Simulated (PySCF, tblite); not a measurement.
# C₄H₉BN₂Si: geometry, infrared bands and NMR shifts

What infrared bands and NMR shifts should C₄H₉BN₂Si (`BN1[SiH2]NC[C@@H]1C#C`) show?

The runs use tblite 0.8.0 and PySCF 2.14.0, with density-fitted response routines of our own; the level of theory stands in each step. All values are computed, except where a source is named. Atoms are numbered from 0 throughout.

## Step 1: Starting geometry

17 atoms, charge 0, multiplicity 1; geometry from: force field or distance geometry start.

Bonds of the start (Å): B0–N1 1.51, N1–Si2 1.81, Si2–N3 1.79, N3–C4 1.47, C4–C5 1.50, C5–C6 1.45, C6–C7 1.21, C5–N1 1.47, B0–H8 1.19, B0–H9 1.19, Si2–H10 1.45, Si2–H11 1.47, N3–H12 1.04, C4–H13 1.10, C4–H14 1.12, C5–H15 1.10, C7–H16 1.06.

## Step 2: Optimising the geometry with GFN2-xTB

The job: settings as JSON, then the geometry in Å.

```
{"job": {"kind": "relax", "xc": "GFN2-xTB", "basis": "xTB"}, "charge": 0, "multiplicity": 1}
B     -0.862600     1.699800    -0.952300
N     -0.699200     0.671500     0.137100
Si    -1.712800    -0.796600    -0.164600
N     -0.580100    -2.026100     0.479400
C      0.522900    -1.174000     0.950800
C      0.591200    -0.026800    -0.007400
C      1.730300     0.835100     0.244300
C      2.683600     1.560200     0.444000
H     -0.602200     2.817000    -0.634300
H     -1.799400     1.549400    -1.667200
H     -2.988300    -0.767100     0.527000
H     -1.820400    -0.900000    -1.623100
H     -0.229300    -2.621300    -0.293700
H      1.476000    -1.728900     1.012600
H      0.211200    -0.865700     1.976300
H      0.562700    -0.417300    -1.037200
H      3.509400     2.202900     0.598300
```

The run is started by

```console
$ OMP_NUM_THREADS=1 python probes_run.py task.json out
```

One launch serves the whole session: the jobs run in the order shown.

**Question.** This job is followed by: GFN2-xTB harmonic vibrations, gas phase; GIAO PBE0/pcSseg-1 NMR shielding, non-relativistic, gas phase. What will the session give for the following? strongest single infrared mode (GFN2-xTB); zero-point energy (GFN2-xTB); 13C shifts against TMS (PBE0/pcSseg-1); 1H shifts against TMS (PBE0/pcSseg-1, means over atoms taken as alike); 11B shifts against BF3·OEt2 (PBE0/pcSseg-1); 15N shifts against NH3 (PBE0/pcSseg-1); 29Si shifts against TMS (PBE0/pcSseg-1); surface potential, 1st and 99th percentile.

As calculated:

| quantity | value |
| --- | --- |
| strongest single infrared mode (GFN2-xTB) | 2215 cm⁻¹, 405 km/mol |
| zero-point energy (GFN2-xTB) | 77.6 kcal/mol |
| 13C shifts against TMS (PBE0/pcSseg-1) | 91.2, 79.4, 56.6, 53.2 ppm |
| 1H shifts against TMS (PBE0/pcSseg-1, means over atoms taken as alike) | 5.55, 5.51, 5.33, 4.67, 3.81, 3.59, 1.77, 0.04 ppm |
| 11B shifts against BF3·OEt2 (PBE0/pcSseg-1) | 42.2 ppm |
| 15N shifts against NH3 (PBE0/pcSseg-1) | 146.8, 25.0 ppm |
| 29Si shifts against TMS (PBE0/pcSseg-1) | -19.5 ppm |
| surface potential, 1st and 99th percentile | -0.90 V and 1.69 V |

In words: The optimisation took 134 steps and gained 2.063 eV; among the close pairs (by a distance rule), B0–N1 changed most, from 1.507 to 1.391 Å. All 45 modes are real, so the xTB geometry is a minimum. The strongest single mode, at 2215 cm⁻¹, moves mainly H10. GFN2-xTB is a fitted tight-binding method: band positions and strengths are rough. Its intensities can rank the bands wrongly. At PBE0/pcSseg-1: The largest span, 304 ppm, is at C6, where the paramagnetic term is -165 ppm.
